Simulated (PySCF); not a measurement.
# Towards the basis-set limit for Br₂+

One table from this session's results is given with a row withheld; the runs are named, their logs left out.

Program: PySCF 2.14.0. Level of theory: CCSD(T) on ROHF, scalar-relativistic core potentials. These are calculated values, not measurements.

2 further runs of the same task are left out: 2 set aside as unsound or not needed.

The first run:

* molecule: Br₂+
* state: doublet, unpaired electrons π ↑
* smaller basis: Br cc-pVTZ-PP with ECP10
* larger basis: Br cc-pVQZ-PP with ECP10
* frozen core orbitals: 18
* extrapolation: correlation as n⁻³ (n = 3, 4), Hartree–Fock as (n+1)·exp(−9√n)
* corrections: none
* distances (Å): 1.9378, 2.0259, 2.1140, 2.2020, 2.2901, 2.4002, 2.5103
* masses (u): 78.9183, 78.9183
* dissociation limit: Br+ + Br

Run with:

```console
$ OMP_NUM_THREADS=4 python comp.py task.json out
```

Steps of the session up to this table: Coupled cluster at each distance.

One table of the session follows, with a row left open; its other results are not shown here.

It belongs to the step «Coupled cluster at each distance». Parts of the energy along the bond, in eV from Br+ + Br:

```
 R (Å)  HF/CBS  CCSD corr.      (T)
1.9378  -0.524      -1.575  -0.1976
2.0259  -1.135      -1.615  -0.2161
2.1140  -1.389      -1.663  -0.2373
2.2020       ?           ?        ?
2.2901  -1.236      -1.784  -0.2884
2.4002  -0.883      -1.875  -0.3264
2.5103  -0.432      -1.975  -0.3689
```

Estimate the missing values for R (Å) = 2.2020.

Worked estimate for «HF/CBS». A straight line through the neighbours (2.1140, -1.389) and (2.2901, -1.236) gives -1.389 + (-1.236 + 1.389) × (2.2020 − 2.1140) / (2.2901 − 2.1140) = -1.313; a parabola fitted to 4 rows on both sides gives -1.393.

**Answer.** HF/CBS: -1.397; CCSD corr.: -1.720; (T): -0.2614. In «HF/CBS» the line misses by +0.084 and the parabola by +0.004.
